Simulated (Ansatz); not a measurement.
# F3H6NOSiZr: the cost of one run

Method: RKS PBE/def2-SVP, in Ansatz 0.2.0.

## Step 1: Starting point

Bond lengths: Zr1–N2 2.560 Å, N2–H3 1.060 Å, N2–H4 1.060 Å, Zr1–F5 1.980 Å, Zr1–F6 1.979 Å, Zr1–F7 1.979 Å, Zr1–O8 2.370 Å, O8–Si9 1.680 Å, Si9–H10 1.460 Å, Si9–H11 1.460 Å, Si9–H12 1.460 Å, Zr1–H13 2.447 Å. Angles (14 of 25 angles, heavy atoms first): N2–Zr1–F5 109.4°, N2–Zr1–F6 109.5°, N2–Zr1–F7 109.5°, N2–Zr1–O8 71.6°, F5–Zr1–F6 109.5°, F5–Zr1–F7 109.5°, F5–Zr1–O8 178.9°, F6–Zr1–F7 109.5°, F6–Zr1–O8 69.8°, F7–Zr1–O8 70.1°, Zr1–O8–Si9 125.0°, Zr1–N2–H3 120.0°, Zr1–N2–H4 120.0°, N2–Zr1–H13 35.2°.

Structure file:

```xyz
13

Zr    0.0000    0.0000    0.0000
N     0.0000    0.0000    2.5600
H    -0.8770   -0.2713    3.0900
H     0.8770    0.2713    3.0900
F     1.8671    0.0000   -0.6593
F    -0.9326    1.6157   -0.6593
F    -0.9326   -1.6157   -0.6593
O    -2.2491    0.0072    0.7473
Si   -3.4916   -0.9000    0.0724
H    -2.9938   -2.2288   -0.2713
H    -4.5828   -1.0237    1.0345
H    -3.9797   -0.2370   -1.1334
H    -1.4112    0.0045    1.9994
```

## Step 2: Pulling towards end A

Springs on the bonds that form and break draw the guess towards this end; the thresholds are loose.

input.yaml

```yaml
crystal:
  periodic: [false, false, false]
  atoms:
    - { symbol: Zr, position_ang: [0.0, 0.0, 0.0] }
    - { symbol: "N", position_ang: [0.0, 0.0, 2.56] }
    - { symbol: H, position_ang: [-0.877, -0.2713, 3.09] }
    - { symbol: H, position_ang: [0.877, 0.2713, 3.09] }
    - { symbol: F, position_ang: [1.8671, 0.0, -0.6593] }
    - { symbol: F, position_ang: [-0.9326, 1.6157, -0.6593] }
    - { symbol: F, position_ang: [-0.9326, -1.6157, -0.6593] }
    - { symbol: O, position_ang: [-2.2491, 0.0072, 0.7473] }
    - { symbol: Si, position_ang: [-3.4916, -0.9, 0.0724] }
    - { symbol: H, position_ang: [-2.9938, -2.2288, -0.2713] }
    - { symbol: H, position_ang: [-4.5828, -1.0237, 1.0345] }
    - { symbol: H, position_ang: [-3.9797, -0.237, -1.1334] }
    - { symbol: H, position_ang: [-1.4112, 0.0045, 1.9994] }
basis:
  gaussian: { orbitals: def2-SVP }
hamiltonian:
  xc: pbe
relax:
  f_tol: 0.15
  max_steps: 25
  restrain:
    - { distance: [0, 7], at: 3.27, k: 30.0 }
    - { distance: [12, 1], at: 2.26, k: 30.0 }
    - { distance: [0, 1], at: 2.21, k: 30.0 }
    - { distance: [12, 7], at: 1.01, k: 30.0 }
```

Launch:

```sh
ansatz run input.yaml --threads 4 --pin off --max-ram 5120MiB --backend cpu --events-out ev --progress --plain --runs-dir out
```

**Question.** How long does this run take on 4 threads of Arm Neoverse V1, shared host, and how much memory does it need?

About 38 s, with a peak of 0.23 GiB.
